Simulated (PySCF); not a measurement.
# C3H6OSi: the cost of one run

Programs: PySCF 2.14.0, with density-fitted response routines of our own. Each step states its level of theory. These are calculated values for one molecule in the gas phase, unless marked as measured. Atoms are numbered from 0 throughout.

### 1 The starting structure

11 atoms, charge 0, multiplicity 1; geometry from: GFN2-xTB. The atoms were then displaced at random by about 0.01 Å, so the start is not that level's minimum.

Bonds of the start (Å): C0–C1 1.30, C1–Si2 1.87, Si2–C3 1.97, C3–O4 1.19, C0–H5 1.08, C0–H6 1.10, C1–H7 1.07, Si2–H8 1.45, Si2–H9 1.46, C3–H10 1.10.

### 2 Geometry optimisation at PBE0-D3(BJ)/def2-SVP

Job settings and geometry (Å):

```
{"job": {"xc": "PBE0", "basis": "def2-SVP", "d3": "d3bj", "grid": 1, "shake": 0.01, "kind": "geom"}, "charge": 0, "multiplicity": 1}
C     -1.759720     0.747990    -0.708000
C     -1.073480     0.054750     0.144750
Si     0.542290    -0.800300    -0.255450
C      1.910650     0.034310     0.881990
O      2.429610    -0.525990     1.790450
H     -1.468810     0.917830    -1.735830
H     -2.700950     1.246510    -0.439660
H     -1.430180    -0.038540     1.153710
H      0.971540    -0.531870    -1.610100
H      0.503980    -2.225760     0.080130
H      2.113190     1.095260     0.682340
```

Launch:

```sh
$ OMP_NUM_THREADS=1 python probes_run.py task.json out
```

The driver reads the jobs from task.json and runs them one after another.

**Question.** How long does this first job take on 1 thread of Arm Neoverse V2, shared host, and how much memory does it need?

About 20 s, with a peak of 0.43 GiB.
